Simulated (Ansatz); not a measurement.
# TaRu: the cost of one run

Computed with Ansatz 0.2.0 (DFT r2SCAN, scalar-relativistic, plane waves, PAW, unless a step's input says otherwise).

1 further run of the same task is left out (it didn't finish).

## 1. The system as given

Symmetry: Cmmm, No. 65, orthorhombic system. Conventional cell: a = 3.308 Å, b = 4.683 Å, c = 4.162 Å, α = 90.00°, β = 90.00°, γ = 90.00°. Ta (site symmetry mmm) has 4 Ru at 2.66 Å and 4 Ta at 2.87 Å as nearest neighbours. Ru (site symmetry mmm) has 4 Ta at 2.66 Å and 4 Ru at 2.87 Å as nearest neighbours.

Structure file:

```cif
data_structure
_symmetry_space_group_name_H-M 'Cmmm'
_symmetry_Int_Tables_number 65
_cell_length_a 3.3082
_cell_length_b 4.6832
_cell_length_c 4.1624
_cell_angle_alpha 90.000
_cell_angle_beta 90.000
_cell_angle_gamma 90.000
_cell_volume 64.49
loop_
_atom_site_label
_atom_site_type_symbol
_atom_site_symmetry_multiplicity
_atom_site_Wyckoff_symbol
_atom_site_fract_x
_atom_site_fract_y
_atom_site_fract_z
_atom_site_occupancy
Ta1 Ta 2 c 0.50000 0.00000 0.50000 1
Ru1 Ru 2 a 0.00000 0.00000 0.00000 1
```

It goes back to an entry of the Materials Project, which need not be the stable form.

The cell is taken as given, not relaxed at this level.

## 2. The reference cell

The reference gives a free energy of -15835.3359 eV, pressure -5.16 GPa, largest force 0.000 eV/Å and gap on the mesh none (metal). It was computed beforehand with the settings of the runs below.

## 3. The scan: biaxial against axial strain

The cell is strained by p along both x and y and by q along z, with fractional coordinates fixed.

## 4. Point p = -0.080, q = -0.080

File input.yaml:

```yaml
crystal:
  lattice:
    - [1.52179224, -2.15428396, 0.0]
    - [1.52179224, 2.15428396, 0.0]
    - [0.0, 0.0, 3.82942916]
  atoms:
    - { symbol: Ta, position: [0.5, 0.5, 0.5] }
    - { symbol: Ru, position: [0.0, 0.0, 0.0] }
basis:
  ecutwfc: 500
kpoints:
  mp_grid: { grid: [18, 18, 12] }
hamiltonian:
  xc: r2scan
scf:
  occupations: { method: gaussian, width: 0.15 }
output:
  forces: true
  stress: true
  eigenvalues: true
```

The run is started by

```
$ ansatz run input.yaml --threads 1 --pin off --max-ram 2560MiB --backend cpu --events-out ev --progress --plain --runs-dir out
```

Q: Estimate wall time and peak memory on 1 thread of Intel Xeon Platinum 8259CL at 2.50GHz (Skylake/Cascade Lake), shared host.

About 40 s, with a peak of 0.69 GiB.
